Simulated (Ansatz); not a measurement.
# La2BrClO2 (P4mm): polarisation and piezoelectric response, part 2 of 2

How does La2BrClO2 (P4mm) polarise under strain?

Ansatz 0.2.0; DFT PBEsol, scalar-relativistic, plane waves, PAW. Earlier steps stand in the parts before.

## Step 3: Elastic and piezoelectric constants, atoms relaxed

File input.yaml:

```yaml
crystal:
  lattice:
    - [4.0868353988, 0.0, 0.0]
    - [0.0, 4.0868353988, 0.0]
    - [0.0, 0.0, 7.1369555912]
  atoms:
    - { symbol: Br, position: [0.5, 0.5, 0.3722447521] }
    - { symbol: Cl, position: [0.0, 0.0, 0.6418041649] }
    - { symbol: La, position: [0.0, 0.0, 0.1639462877] }
    - { symbol: La, position: [0.5, 0.5, 0.8273410608] }
    - { symbol: O, position: [0.5, 0.0, 0.9973318673] }
    - { symbol: O, position: [0.0, 0.5, 0.9973318673] }
basis:
  ecutwfc: 420
  ecutrho_ratio: 4
kpoints:
  mp_grid: { grid: [8, 8, 4] }
hamiltonian:
  xc: pbesol
scf:
  occupations: { method: fixed }
output:
  forces: true
  stress: true
  eigenvalues: true
  polarization: {}
elastic:
  mode: relaxed_ion
  stencil: two_point
```

Launch:

```sh
$ ansatz run input.yaml --threads 8 --pin off --max-ram 15360MiB --backend cpu --events-out ev --progress --plain --runs-dir out
```

The log of the run:

```text
Warning: RAYON_NUM_THREADS=8 ignored (pool sized by the plan → 8); use --threads N
Engine: ansatz 0.2.0, aarch64-unknown-linux-gnu
Pseudopotentials: kind: paw
Pseudopotential: Br, paw, valence charge 7, recommended cutoff 420 eV (normal), Br.paw.azcp
Pseudopotential: Cl, paw, valence charge 7, recommended cutoff 420 eV (normal), Cl.paw.azcp
Pseudopotential: La, paw, valence charge 11, recommended cutoff 420 eV (normal), La.paw.azcp
Pseudopotential: O, paw, valence charge 6, recommended cutoff 420 eV (normal), O.paw.azcp
Functional definition: PBEsol
  exchange = pbesol_x
  correlation = pbesol_c
Crystal: 6 atoms, lattice volume = 119.203 Å³
Basis set: ecut = 420 eV, 2359 PW (Γ), exchange–correlation on 60×60×96 points (8 copies of the dense FFT grid, shifted against one another)
Bands: 30, of which v1, the nominal top of the filled ones, is band 24 counted from 1 (23 counted from 0)
Symmetry: 8 space group operations
Space group: P4mm (ITA 99), of the structure as read, at distance tolerance 4.9e-5 Å
k-points: 45 of 256 (time reversal used)
Non-local potential: Br, projectors of the file, l = 0: 2, l = 1: 2, l = 2: 2
Non-local potential: Cl, projectors of the file, l = 0: 2, l = 1: 2, l = 2: 2
Non-local potential: La, projectors of the file, l = 0: 3, l = 1: 2, l = 2: 2, l = 3: 3
Non-local potential: O, projectors of the file, l = 0: 2, l = 1: 2, l = 2: 1
PAW form: soft (Blöchl's): semilocal exchange-correlation on the pseudo side does not see the compensation charge
PAW frozen core: Br, regenerated for the run's functional, and the local potential with it (the file was generated under x = pbe(κ = 0.804, μ = 0.2195149727645171), c = pbe(β = 0.06672455060314922))
PAW frozen core: Cl, regenerated for the run's functional, and the local potential with it (the file was generated under x = pbe(κ = 0.804, μ = 0.2195149727645171), c = pbe(β = 0.06672455060314922))
PAW frozen core: La, regenerated for the run's functional, and the local potential with it (the file was generated under x = pbe(κ = 0.804, μ = 0.2195149727645171), c = pbe(β = 0.06672455060314922))
PAW frozen core: O, regenerated for the run's functional, and the local potential with it (the file was generated under x = pbe(κ = 0.804, μ = 0.2195149727645171), c = pbe(β = 0.06672455060314922))
PAW one-centre angular grid: Br, 110 points (default); XC on 64 Gauss nodes
PAW one-centre angular grid: Cl, 110 points (default); XC on 64 Gauss nodes
PAW one-centre angular grid: La, 590 points (default); XC on 64 Gauss nodes
PAW one-centre angular grid: O, 110 points (default); XC on 64 Gauss nodes
Initial density: superposition of atomic densities (neutral atoms: chi_scale 0, normalization atom), corrected by the library's trained network
Initial wavefunctions: pseudopotential atomic-orbital guess
Functional: x = pbesol(κ = 0.804, μ = 0.12345679012345678), c = pbesol(β = 0.046)
SCF iter   1: F=—  HF=-17255.146161 eV  |F-HF|=—  |Δ(HF+E_count)|=         —  Δρ=1.13e-2  dr2=1.44e-1  ethr=1.77e-3  ⟨swp⟩=5.8  Hψ=5635  notcnv=0  defer=96
preconditioner: auto → Resta (q_TF=auto, 2.345 Å⁻¹)  ε∞=4.6  [insulator: Δε(μ)=3.602 eV  Ē_g=11.901 eV  n_scr=28 (ndim 8)  ℏωp=22.6 eV  f_vac=0.000  ε∞_Penn≈4.6]
SCF iter   2: F=—  HF=-17255.118646 eV  |F-HF|=—  |Δ(HF+E_count)|=   2.75e-2  Δρ=4.46e-3  dr2=2.16e-2  ethr=2.99e-4  ⟨swp⟩=3.6  Hψ=3091  notcnv=0  defer=160
SCF iter   3: F=—  HF=-17255.115006 eV  |F-HF|=—  |Δ(HF+E_count)|=   3.64e-3  Δρ=1.40e-3  dr2=2.40e-3  ethr=4.50e-5  ⟨swp⟩=3.0  Hψ=2150  notcnv=0  defer=179
SCF iter   4: F=—  HF=-17255.115092 eV  |F-HF|=—  |Δ(HF+E_count)|=   8.60e-5  Δρ=4.01e-4  dr2=1.48e-4  ethr=5.00e-6  ⟨swp⟩=2.6  Hψ=2176  notcnv=0  defer=180
SCF iter   5: F=—  HF=-17255.115157 eV  |F-HF|=—  |Δ(HF+E_count)|=   6.50e-5  Δρ=8.84e-5  dr2=9.29e-6  ethr=3.08e-7  ⟨swp⟩=2.1  Hψ=2224  notcnv=0  defer=155
SCF iter   6: F=—  HF=-17255.115109 eV  |F-HF|=—  |Δ(HF+E_count)|=   4.81e-5  Δρ=1.75e-5  dr2=3.71e-7  ethr=1.94e-8  ⟨swp⟩=2.1  Hψ=2107  notcnv=0  defer=142
SCF iter   7: F=—  HF=-17255.115109 eV  |F-HF|=—  |Δ(HF+E_count)|=   6.61e-7  Δρ=4.54e-6  dr2=2.58e-8  ethr=7.72e-10  ⟨swp⟩=2.1  Hψ=2064  notcnv=0  defer=96
SCF iter   8: F=—  HF=-17255.115109 eV  |F-HF|=—  |Δ(HF+E_count)|=   1.23e-8  Δρ=9.72e-7  dr2=1.38e-9  ethr=5.38e-11  ⟨swp⟩=2.2  Hψ=2237  notcnv=0  defer=96
SCF iter   9: F=—  HF=-17255.115109 eV  |F-HF|=—  |Δ(HF+E_count)|=  4.66e-10  Δρ=1.65e-7  dr2=3.67e-11  ethr=2.88e-12  ⟨swp⟩=2.1  Hψ=2144  notcnv=0  defer=96
SCF iter  10: F=—  HF=-17255.115109 eV  |F-HF|=—  |Δ(HF+E_count)|=  1.09e-11  Δρ=4.24e-8  dr2=1.96e-12  ethr=7.66e-14 (applied; sched 1.00e-12)  ⟨swp⟩=2.4  Hψ=2381  notcnv=0  defer=96
SCF iter  11: F=-17255.115109 eV  HF=-17255.115109 eV  |F-HF|=3.64e-12  |Δ(HF+E_count)|=  3.64e-12  Δρ=7.46e-9  dr2=7.81e-14  ethr=1.00e-12  ⟨swp⟩=14.1  Hψ=9289  notcnv=0
SCF 1 converged in 11 iterations: F = -17255.115109 eV  dr2 = 7.81e-14
relax step   1: F+E_penalty+E_count = -17255.11510937 eV  Δ(F+E_penalty+E_count) = +0.000e0 eV  max|allowed force component| = 7.527e-4 eV/Å  Δτ_max = 0.0000 Å  (11 SCF iters, accepted)
[... from here on, the SCF cycles and remarks between the steps are left out, and one step in 2 is shown ...]
relax step   2: F+E_penalty+E_count = -17255.11510936 eV  Δ(F+E_penalty+E_count) = +5.577e-9 eV  max|allowed force component| = 1.268e-3 eV/Å  Δτ_max = 0.0003 Å  (10 SCF iters, rejected (line search))
relax step   4: F+E_penalty+E_count = -17255.11510947 eV  Δ(F+E_penalty+E_count) = -6.294e-9 eV  max|allowed force component| = 1.207e-4 eV/Å  Δτ_max = 0.0000 Å  (7 SCF iters, accepted)
relax step   6: F+E_penalty+E_count = -17255.11510947 eV  Δ(F+E_penalty+E_count) = -4.729e-10 eV  max|allowed force component| = 9.657e-6 eV/Å  Δτ_max = 0.0000 Å  (6 SCF iters, accepted)
relax step   2: F+E_penalty+E_count = -17255.11478429 eV  Δ(F+E_penalty+E_count) = +4.451e-5 eV  max|allowed force component| = 3.837e-2 eV/Å  Δτ_max = 0.0034 Å  (11 SCF iters, rejected (line search))
relax step   4: F+E_penalty+E_count = -17255.11486280 eV  Δ(F+E_penalty+E_count) = -2.383e-7 eV  max|allowed force component| = 1.191e-3 eV/Å  Δτ_max = 0.0002 Å  (7 SCF iters, accepted)
relax step   6: F+E_penalty+E_count = -17255.11486292 eV  Δ(F+E_penalty+E_count) = -9.680e-8 eV  max|allowed force component| = 1.241e-4 eV/Å  Δτ_max = 0.0001 Å  (7 SCF iters, accepted)
relax step   1: F+E_penalty+E_count = -17255.11485465 eV  Δ(F+E_penalty+E_count) = +0.000e0 eV  max|allowed force component| = 2.297e-2 eV/Å  Δτ_max = 0.0000 Å  (12 SCF iters, accepted)
relax step   3: F+E_penalty+E_count = -17255.11488765 eV  Δ(F+E_penalty+E_count) = -3.301e-5 eV  max|allowed force component| = 1.506e-3 eV/Å  Δτ_max = 0.0014 Å  (10 SCF iters, accepted)
relax step   5: F+E_penalty+E_count = -17255.11488789 eV  Δ(F+E_penalty+E_count) = -2.353e-8 eV  max|allowed force component| = 1.134e-3 eV/Å  Δτ_max = 0.0001 Å  (7 SCF iters, accepted)
relax step   7: F+E_penalty+E_count = -17255.11488797 eV  Δ(F+E_penalty+E_count) = -7.305e-9 eV  max|allowed force component| = 1.063e-5 eV/Å  Δτ_max = 0.0000 Å  (7 SCF iters, accepted)
relax step   2: F+E_penalty+E_count = -17255.11488403 eV  Δ(F+E_penalty+E_count) = +3.043e-5 eV  max|allowed force component| = 4.490e-2 eV/Å  Δτ_max = 0.0044 Å  (10 SCF iters, rejected (line search))
relax step   4: F+E_penalty+E_count = -17255.11497549 eV  Δ(F+E_penalty+E_count) = -3.800e-6 eV  max|allowed force component| = 2.912e-3 eV/Å  Δτ_max = 0.0013 Å  (8 SCF iters, accepted)
relax step   6: F+E_penalty+E_count = -17255.11497622 eV  Δ(F+E_penalty+E_count) = -7.190e-8 eV  max|allowed force component| = 7.332e-6 eV/Å  Δτ_max = 0.0001 Å  (7 SCF iters, accepted)
relax step   2: F+E_penalty+E_count = -17255.11486974 eV  Δ(F+E_penalty+E_count) = +3.123e-5 eV  max|allowed force component| = 4.523e-2 eV/Å  Δτ_max = 0.0044 Å  (10 SCF iters, rejected (line search))
relax step   4: F+E_penalty+E_count = -17255.11496336 eV  Δ(F+E_penalty+E_count) = -4.054e-6 eV  max|allowed force component| = 3.074e-3 eV/Å  Δτ_max = 0.0014 Å  (8 SCF iters, accepted)
relax step   6: F+E_penalty+E_count = -17255.11496415 eV  Δ(F+E_penalty+E_count) = -1.057e-7 eV  max|allowed force component| = 6.780e-6 eV/Å  Δτ_max = 0.0001 Å  (7 SCF iters, accepted)
relax step   2: F+E_penalty+E_count = -17255.11495406 eV  Δ(F+E_penalty+E_count) = +3.416e-5 eV  max|allowed force component| = 2.203e-2 eV/Å  Δτ_max = 0.0036 Å  (10 SCF iters, rejected (line search))
relax step   4: F+E_penalty+E_count = -17255.11501678 eV  Δ(F+E_penalty+E_count) = -2.334e-6 eV  max|allowed force component| = 5.266e-4 eV/Å  Δτ_max = 0.0007 Å  (9 SCF iters, accepted)
relax step   6: F+E_penalty+E_count = -17255.11501682 eV  Δ(F+E_penalty+E_count) = -8.378e-9 eV  max|allowed force component| = 1.384e-5 eV/Å  Δτ_max = 0.0000 Å  (7 SCF iters, accepted)
relax step   2: F+E_penalty+E_count = -17255.11495406 eV  Δ(F+E_penalty+E_count) = +3.416e-5 eV  max|allowed force component| = 2.203e-2 eV/Å  Δτ_max = 0.0036 Å  (10 SCF iters, rejected (line search))
relax step   4: F+E_penalty+E_count = -17255.11501678 eV  Δ(F+E_penalty+E_count) = -2.334e-6 eV  max|allowed force component| = 5.266e-4 eV/Å  Δτ_max = 0.0007 Å  (9 SCF iters, accepted)
relax step   6: F+E_penalty+E_count = -17255.11501682 eV  Δ(F+E_penalty+E_count) = -8.386e-9 eV  max|allowed force component| = 1.384e-5 eV/Å  Δτ_max = 0.0000 Å  (7 SCF iters, accepted)
relax step   1: F+E_penalty+E_count = -17255.11499815 eV  Δ(F+E_penalty+E_count) = +0.000e0 eV  max|allowed force component| = 3.833e-5 eV/Å  Δτ_max = 0.0000 Å  (10 SCF iters, accepted)
[... 11 lines left out ...]
SCF 55 converged in 10 iterations: F = -17255.114998 eV  dr2 = 2.04e-16
NSCF: frozen V_eff on 66 k-points
NSCF: frozen V_eff on 48 k-points
SCF converged after 10 iterations
Free energy (F): -17255.115109 eV
Harris-Foulkes:  -17255.115109 eV  (|F-HF|=3.64e-12)
Internal energy: -17255.115109 eV  (E = F + TS)
E sigma→0 (E₀):  -17255.115109 eV
Fermi energy:    7.858792 eV
--- Per-component energies (eV) ---
  E_band       = -59.052747
  E_kinetic    = 1032.024821
  E_local      = -2075.740907  (includes V_loc(G=0)·N_el)
  E_nonlocal   = 392.089329
  E_hartree    = 758.014213
  E_xc         = -793.401137
  E_vxc        = -711.295031  (∫ρ·V_xc dr)
  E_paw        = -13808.119800  (= ΣΔE_a)
  E_vpaw       = -212.164326  (= ΣTr[D̂ρ^β])
  E_aug_tail   = 0.004940  (compensation charges beyond the density's cutoff)
  E_ewald      = -2760.566864
  E_core_change = 0.580297  (= ΣΔE_core)
  E_smearing   = -0.000000  (= −TS)
  E_closure    = 0.000000  (closes the sum)
  Σ components = -17255.115109   (vs F -17255.115109, Δ=0.00e0)
--- Forces (eV/Å), atoms counted from 1 ---
  atom   1  Br     0.00000000     0.00000000     0.00000185
  atom   2  Cl    -0.00000000     0.00000000    -0.00000094
  atom   3  La     0.00000000     0.00000000    -0.00000534
  atom   4  La    -0.00000000     0.00000000     0.00000963
  atom   5  O     -0.00000000     0.00000000    -0.00000255
  atom   6  O     -0.00000000     0.00000000    -0.00000255
  max |Σ_I F_I| component: 9.56e-8 eV/Å
--- Stress (GPa, compression-positive) ---
       -0.002709       0.000000       0.000000
        0.000000      -0.002709       0.000000
        0.000000       0.000000      -0.006088
  P = ⅓ Tr σ = -0.0038 GPa (-0.038 kbar)
--- Band table (eV; the first three rows and the last of 45) ---
[... 4 lines left out ...]
--- Elastic constants: 4 strain directions × 2 members + reference (group order 8) ---
  dense FFT box of the reference and of every strained cell: 30×30×48
  strains applied: 11, 33, 23, 12; error gains: componentwise 1.00 (the most a stress slope's error grows in a printed constant), spectral 1.41 (1 for all six strains in a standard setting)
  reference relaxed by the batch: 6 steps; max|allowed force component| 7.53e-4 eV/Å at the deck's positions, 9.66e-6 at the last accepted step, 9.62e-6 by the solve of record
  largest displacement 1.9e-4 Å; the constants are those of the deck's cell at these positions:
  atoms:
    - { symbol: Br, position: [0.5, 0.5, 0.37224379544194486] }
    - { symbol: Cl, position: [-3.043503430833819e-35, 0.0, 0.6418304845968397] }
    - { symbol: La, position: [2.8471483707800236e-35, 0.0, 0.1639414948045724] }
    - { symbol: La, position: [0.5, 0.5, 0.8273370485570425] }
    - { symbol: O, position: [0.5, 0.0, 0.9973235883498004] }
    - { symbol: O, position: [4.9088765013448686e-36, 0.5, 0.9973235883498004] }
  C = ∂σ_k/∂η_j (tension-positive GPa; Voigt order 11 22 33 23 13 12):
       139.145     49.943     47.711      0.000      0.000      0.000
        49.943    139.145     47.711      0.000      0.000      0.000
        47.704     47.704     63.285      0.000      0.000      0.000
         0.000      0.000      0.000     32.609      0.000      0.000
         0.000      0.000     -0.000      0.000     32.609      0.000
         0.000      0.000      0.000      0.000      0.000     57.383
  reference stress σ⁰ (GPa):      0.003      0.003      0.006     -0.000     -0.000     -0.000
  C* (energy form; C + prestress term) asymmetry max|C*_kj − C*_jk| = 3.704e-3 GPa — a small one proves nothing (zero by symmetry where the batch's group is 432, −43m or m−3m); a large one is finite-difference/SCF noise where every solve meets its electron count
  moduli (Voigt/Reuss/Hill, GPa): K = 70.25/59.40/64.83   G = 37.60/31.64/34.62   E = 88.17   ν = 0.273
  mechanically stable: yes (min eigenvalue of sym C = 32.61 GPa)
  e, the proper piezoelectric tensor (elastic.mode: relaxed_ion; C/m²; rows x y z; Voigt order 11 22 33 23 13 12):
       0.00000    0.00000   -0.00000    0.00000    0.18365    0.00000
       0.00000    0.00000    0.00000    0.18365    0.00000    0.00000
      -0.13643   -0.13643   -0.53242    0.00000    0.00000    0.00000
  ±, each entry's uncertainty from the finite density of the strings (C/m²), an estimate: the size of the correction for it that the entry includes:
       0.00000    0.00000    0.00000    0.00000    0.00001    0.00000
       0.00000    0.00000    0.00000    0.00001    0.00000    0.00000
       0.00080    0.00080    0.00033    0.00000    0.00000    0.00000
  the group's symmetry takes up to 1.2e-7 C/m² out of the measured responses: error of the strings' finite density and of the mesh across them, as far as it breaks the symmetry (raise kpoints.mp_grid and any string_points); the largest step of a string from the reference is 0.001 rad
  strain η (Voigt 11):  stress-route row diagonal C_11 = 139.14 GPa, energy-path curvature d²(F+E_count+ΔE)/dδ²/Ω₀ = 139.24 GPa
         δ    σ_11 (GPa)             F (eV)   n_scf  n_hpsi   n_pw
    -2.000e-3      -0.2772      -17255.1148629      10   44640   2368   relax 7 steps, max|allowed force component| 1.25e-5 eV/Å
     2.000e-3       0.2794      -17255.1148880      10   44210   2392   relax 7 steps, max|allowed force component| 1.06e-5 eV/Å
  strain η (Voigt 33):  stress-route row diagonal C_33 = 63.29 GPa, energy-path curvature d²(F+E_count+ΔE)/dδ²/Ω₀ = 63.50 GPa
         δ    σ_33 (GPa)             F (eV)   n_scf  n_hpsi   n_pw
    -2.000e-3      -0.1228      -17255.1149762      10   26020   2392   relax 6 steps, max|allowed force component| 7.33e-6 eV/Å
     2.000e-3       0.1303      -17255.1149641      10   25536   2392   relax 6 steps, max|allowed force component| 6.78e-6 eV/Å
  strain η (Voigt 23):  stress-route row diagonal C_44 = 32.61 GPa, energy-path curvature d²(F+E_count+ΔE)/dδ²/Ω₀ = 32.64 GPa
         δ    σ_23 (GPa)             F (eV)   n_scf  n_hpsi   n_pw
    -2.000e-3      -0.0652      -17255.1150168      10   53070   2392   relax 6 steps, max|allowed force component| 1.38e-5 eV/Å
     2.000e-3       0.0652      -17255.1150168      10   53406   2392   relax 6 steps, max|allowed force component| 1.38e-5 eV/Å
  strain η (Voigt 12):  stress-route row diagonal C_66 = 57.38 GPa, energy-path curvature d²(F+E_count+ΔE)/dδ²/Ω₀ = 57.46 GPa
         δ    σ_12 (GPa)             F (eV)   n_scf  n_hpsi   n_pw
    -2.000e-3      -0.1148      -17255.1149982      10   37236   2392   relax 1 steps, max|allowed force component| 3.83e-5 eV/Å
     2.000e-3       0.1148      -17255.1149982      10   37235   2392   relax 1 steps, max|allowed force component| 3.83e-5 eV/Å
--- Formal polarisation (Berry phase): one branch of a lattice of values; only differences between neighbouring runs are physical ---
  axis  mesh            electronic          ionic      p = total  spread (rad)  least overlap  resolved gap  δp at fixed H ≤   (phases in cycles; p mod 1; gap in eV; gap and δp judge the states as solved, not the mesh's step, its correction or the SCF's stop)
  b1    8×8×4           0.00000000    12.00000000    12.00000000      0.000000         0.9673        3.7533           4.4e-6
  b2    8×8×4           0.00000000    12.00000000    12.00000000      0.000000         0.9673        3.7533           4.5e-6
  b3    8×8×4          -0.00363565    29.97046700    29.96683135      0.040864         0.9634        3.7533           2.6e-6
  quantum along a1:   0.03428466 e/Å² =    54.930083 µC/cm²
  quantum along a2:   0.03428466 e/Å² =    54.930083 µC/cm²
  quantum along a3:   0.05987227 e/Å² =    95.925948 µC/cm²
  P = (  0.41141593,   0.41141593,   1.79418215) e/Å² = (  659.160992,   659.160992,  2874.596712) µC/cm²  (mod the quanta)
```

Wall time 3.2 min (8 threads of Arm Neoverse V2, shared host); peak memory 0.83 GiB.

Result: volume 19.867 Å³/atom, pressure 0.00 GPa, gap on the mesh 3.75 eV.

The elastic tensor (GPa, Voigt order xx, yy, zz, yz, xz, xy, in the frame of the lattice vectors):

```
139.1  49.9  47.7   0.0   0.0   0.0
 49.9 139.1  47.7   0.0   0.0   0.0
 47.7  47.7  63.3   0.0   0.0   0.0
  0.0   0.0   0.0  32.6   0.0   0.0
  0.0   0.0   0.0   0.0  32.6   0.0
  0.0   0.0   0.0   0.0   0.0  57.4
```

| modulus (GPa) | Voigt | Reuss | Hill |
| --- | --- | --- | --- |
| bulk | 70.2 | 59.4 | 64.8 |
| shear | 37.6 | 31.6 | 34.6 |

Young's modulus along Cartesian directions: [100] 101, [010] 101, [001] 39, [110] 116, [101] 75, [011] 75, [111] 94 GPa.

Piezoelectric stress tensor, ions relaxed (C/m²):

|  | xx | yy | zz | yz | xz | xy |
| --- | --- | --- | --- | --- | --- | --- |
| x | 0.000 | 0.000 | 0.000 | 0.000 | 0.184 | 0.000 |
| y | 0.000 | 0.000 | 0.000 | 0.184 | 0.000 | 0.000 |
| z | -0.136 | -0.136 | -0.532 | 0.000 | 0.000 | 0.000 |

## Step 4: What came out

The summary covers parts 1 to 2.

| quantity | value |
| --- | --- |
| K, G (Hill) | 65, 35 GPa |
| largest piezoelectric element | e33 = -0.53 C/m² |

**Reading.** Only differences of the formal polarisation between neighbouring cells are physical. All eigenvalues of the tensor are positive, so the cell is mechanically stable. K/G = 1.87 lies over Pugh's 1.75, an empirical mark of ductile behaviour drawn from metals, and the universal anisotropy index of 1.12 is large. The largest piezoelectric element is e33 = -0.53 C/m². Signs follow the axes of the cell as typed: turning the polar axis over reverses them.
